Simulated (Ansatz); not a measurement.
The same calculation of Tl3GaF6, space group Fm-3m as a Python script and as an input file (the Python package of Ansatz (0.2.0)).

The script, `survey_tl3gaf6.py`:
```python
'''Bonding analysis of Tl3GaF6.'''

from dataclasses import dataclass
from pathlib import Path

import ansatz as az
import numpy as np


@dataclass(frozen=True)
class Options:
    kgrid: tuple[int, ...] = (4, 4, 4)
    occupations: str = 'Fermi-Dirac'
    smearing_width: float = 0.02
    scf_tol: float = 1e-08
    xc: str = 'pbesol'
    vdw: str = 'd3bjatm'


cfg = Options()

crystal = (
    az.Lattice.fcc(8.979485)
    .space_group(225)
    .atom('Tl', [0.25, 0.75, 0.75])
    .atom('Tl', [0.5, 0.0, 0.0])
    .atom('Ga', [0.0, 0.0, 0.0])
    .atom('F', [0.211501, 0.0, 0.0])
    .primitive()
)

calc = (
    crystal.calculation()
    .kpoints(*cfg.kgrid)
    .basis(18 * az.Ha)
    .occupations(cfg.occupations, width=cfg.smearing_width)
    .scf(tolerance=cfg.scf_tol)
    .functional(cfg.xc, dispersion=cfg.vdw)
    .populations()
    .density_of_states(energy_step=0.1, method='smearing', broadening_width=0.2, projected=True)
    .stress()
)
out = calc.run(threads=1, backend='cpu')
rep = out.report

print(f'free energy      {rep["free_energy_ev"]:.5f} eV')
print(f'per atom         {rep["free_energy_ev"] / len(out.lattice.sites):.5f} eV')
print(f'SCF iterations   {rep["n_iterations"]}  (converged: {rep["converged"]})')

files = Path(out.write_results('tables'))
print((files / 'populations.tsv').read_text())

dos = out.density_of_states()
energy = np.asarray(dos.energies_ev) - dos.fermi_ev
projected = out.projected_density_of_states()
# electrons in each projected shell, from the curves below the Fermi level
step = energy[1] - energy[0]
for index, site in enumerate(projected.sites):
    for shell in site.shells:
        curve = sum(np.sum(part.g_bin_mean_per_ev, axis=0) for part in shell.curves)
        print(f'site {index} {site.species:2s} {shell.label:3s} filled {curve[energy <= 0].sum() * step:7.3f}  at E_F {np.interp(0, energy, curve):7.3f} /eV')

# principal values and the von Mises stress of the deviator
principal = np.linalg.eigvalsh(np.array(rep['stress_gpa']))
mises = np.sqrt(0.5 * sum((principal[i] - principal[i - 1]) ** 2 for i in range(3)))
print('principal stresses (GPa, compression positive):', np.round(principal, 3))
print(f'mean {principal.mean():.3f} GPa, von Mises {mises:.3f} GPa, PV = {principal.mean() * rep["setup"]["cell_volume_ang3"] / 160.21766:.4f} eV')

print(calc.to_python())
```

Output of `python survey_tl3gaf6.py`:
```text
DeckWarning: output.stress: scf.convergence.dr2_threshold = 1e-8 eV is looser than the 1e-9 eV advised for a printed stress (1e-10 eV for each atom of the cell: 10). What an SCF threshold leaves in a [...]
RunWarning: dispersion: an atom stands within reach of a switch of its C6 between two reference coordination numbers of its element: through that C6 alone, e_disp changes by 0.025 eV or more while [...]
free energy      -42438.45114 eV
per atom         -4243.84511 eV
SCF iterations   8  (converged: True)
# site	symbol	l	j	q
# orbitals = lowdin
# n_electrons = 94.000000
# spilling = 0.002367
0	Tl	0_6S	-	1.850532
0	Tl	1_6P	-	0.496491
0	Tl	2_5D	-	9.992778
1	Tl	0_6S	-	1.850532
1	Tl	1_6P	-	0.496491
1	Tl	2_5D	-	9.992778
2	Tl	0_6S	-	1.765730
2	Tl	1_6P	-	0.721634
2	Tl	2_5D	-	9.988714
3	Ga	0_4S	-	0.681679
3	Ga	1_4P	-	1.203621
3	Ga	2_3D	-	9.994876
4	F	0_2S	-	1.867848
4	F	1_2P	-	5.589096
5	F	0_2S	-	1.867848
5	F	1_2P	-	5.589096
6	F	0_2S	-	1.867848
6	F	1_2P	-	5.589096
7	F	0_2S	-	1.867848
7	F	1_2P	-	5.589096
8	F	0_2S	-	1.867848
8	F	1_2P	-	5.589096
9	F	0_2S	-	1.867848
9	F	1_2P	-	5.589096

site 0 Tl 6S  filled   1.851  at E_F   0.000 /eV
site 0 Tl 6P  filled   0.496  at E_F   0.000 /eV
site 0 Tl 5D  filled   9.993  at E_F   0.000 /eV
site 1 Tl 6S  filled   1.851  at E_F   0.000 /eV
site 1 Tl 6P  filled   0.496  at E_F   0.000 /eV
site 1 Tl 5D  filled   9.993  at E_F   0.000 /eV
site 2 Tl 6S  filled   1.766  at E_F   0.000 /eV
site 2 Tl 6P  filled   0.722  at E_F   0.000 /eV
site 2 Tl 5D  filled   9.989  at E_F   0.000 /eV
site 3 Ga 4S  filled   0.682  at E_F   0.000 /eV
site 3 Ga 4P  filled   1.204  at E_F   0.000 /eV
site 3 Ga 3D  filled   9.995  at E_F   0.000 /eV
site 4 F  2S  filled   1.868  at E_F   0.000 /eV
site 4 F  2P  filled   5.589  at E_F   0.000 /eV
site 5 F  2S  filled   1.868  at E_F   0.000 /eV
site 5 F  2P  filled   5.589  at E_F   0.000 /eV
site 6 F  2S  filled   1.868  at E_F   0.000 /eV
site 6 F  2P  filled   5.589  at E_F   0.000 /eV
site 7 F  2S  filled   1.868  at E_F   0.000 /eV
site 7 F  2P  filled   5.589  at E_F   0.000 /eV
site 8 F  2S  filled   1.868  at E_F   0.000 /eV
site 8 F  2P  filled   5.589  at E_F   0.000 /eV
site 9 F  2S  filled   1.868  at E_F   0.000 /eV
site 9 F  2P  filled   5.589  at E_F   0.000 /eV
principal stresses (GPa, compression positive): [1.035 1.035 1.035]
mean 1.035 GPa, von Mises 0.000 GPa, PV = 1.1695 eV
(
    az.Lattice.fcc(8.979485)
    .space_group(225)
    .atom("Tl", (0.25, 0.75, 0.75))
    .atom("Tl", (0.5, 0.0, 0.0))
    .atom("Ga", (0.0, 0.0, 0.0))
    .atom("F", (0.211501, 0.0, 0.0))
    .primitive()
    .calculation()
    .basis(cutoff=489.804952427784)
    .kpoints(4, 4, 4)
    .functional("pbesol", dispersion="d3bjatm")
    .scf(tolerance=1e-08)
    .occupations(method="fermi_dirac", width=0.02)
    .populations()
    .density_of_states(energy_step=0.1, method="smearing", broadening_width=0.2, projected=True)
    .stress()
)
```
(Warnings from the package without file and line, shortened.)

`input.yaml`:
```yaml
crystal:
  lattice:
    bravais: fcc
    a: 8.979485
  space_group: 225
  atoms:
    - { symbol: Tl, position: [0.25, 0.75, 0.75] }
    - { symbol: Tl, position: [0.5, 0.0, 0.0] }
    - { symbol: Ga, position: [0.0, 0.0, 0.0] }
    - { symbol: F, position: [0.211501, 0.0, 0.0] }
  reduce_to_primitive: true
basis:
  ecutwfc: 489.804952427784
kpoints:
  mp_grid:
    grid: [4, 4, 4]
hamiltonian:
  xc: pbesol
  dispersion: d3bjatm
scf:
  convergence:
    dr2_threshold: 1.0e-08
  occupations:
    method: fermi_dirac
    width: 0.02
output:
  populations: true
  dos:
    de: 0.1
    method:
      smearing:
        sigma: 0.2
    projected: true
  stress: true
```

Caveats:
- Absolute energies stand on the zero of these potentials, so only differences at equal settings mean something.
- Spin-orbit coupling, left out here, can change this gap by several tenths of an eV, and inverted bands can meet off the mesh.
- Projections exist only for the shells that the potentials hold, some of them semicore, and samples at single energies can miss narrow peaks.
- In a crystal with a gap the Fermi level's place inside it depends on smearing and mesh.
- The crystal has a gap of about 3.12 eV on the mesh; any density of states at or just above the Fermi level is the tail of the broadening.
- Spin-orbit coupling, which matters for elements this heavy, is left out.
- This cell is a computed structure, which may not be the phase found in nature.
- The computed bands are complete only to about 6.0 eV above the Fermi level; beyond that the density of states is undercounted.
- Run time: 9 s on 1 thread of Arm Neoverse V1 (shared host), peak memory 0.54 GiB.
